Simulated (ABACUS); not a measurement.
Crystal: MnHg.

```
CELL_PARAMETERS angstrom
3.28800 0.00000 0.00000
0.00000 3.28800 0.00000
0.00000 0.00000 3.31300
ATOMIC_POSITIONS crystal
Hg 0.00000 0.00000 0.00000
Mn 0.50000 0.50000 0.50000
```

```yaml
Program: ABACUS 3.10.1
Task: single point
Functional: PBE
Potentials_or_basis: PseudoDojo NC SR 0.4.1 PBE standard
Cutoff: 1320 eV
Density_cutoff: 5279 eV
Basis: plane waves
k_mesh: 8 × 8 × 8
Occupations: fermi-dirac, width 0.05 eV
Spin: collinear spin, ferromagnetic start
Starting_moments: "[0.0, 4.0] μB"
```

On this cell: pressure 2.5 GPa; largest force under 0.003 eV/Å; net moment 3.92 μB per cell; band gap on the k mesh none (metal or under the smearing width).

The same run follows on a disturbed copy (atoms moved at random, drawn with an rms of 0.05 Å):

```
CELL_PARAMETERS angstrom
3.28800 0.00000 0.00000
0.00000 3.28800 0.00000
0.00000 0.00000 3.31300
ATOMIC_POSITIONS crystal
Hg 0.00066 0.98308 0.99468
Mn 0.50187 0.50692 0.50283
```

**Question.** What changes?

**Answer.** The energy (extrapolated to zero smearing) moves by +5.9 meV/atom; pressure 2.8 GPa; largest force 0.288 eV/Å; net moment 3.92 μB per cell; band gap on the k mesh none (metal or under the smearing width).

Forces on the atoms (eV/Å):
```
Hg   0.014  0.270  0.097
Mn  -0.014 -0.270 -0.097
```

Stress tensor (GPa, compression positive):
```
2.90 0.02 0.01
0.02 2.66 0.14
0.01 0.14 2.72
```
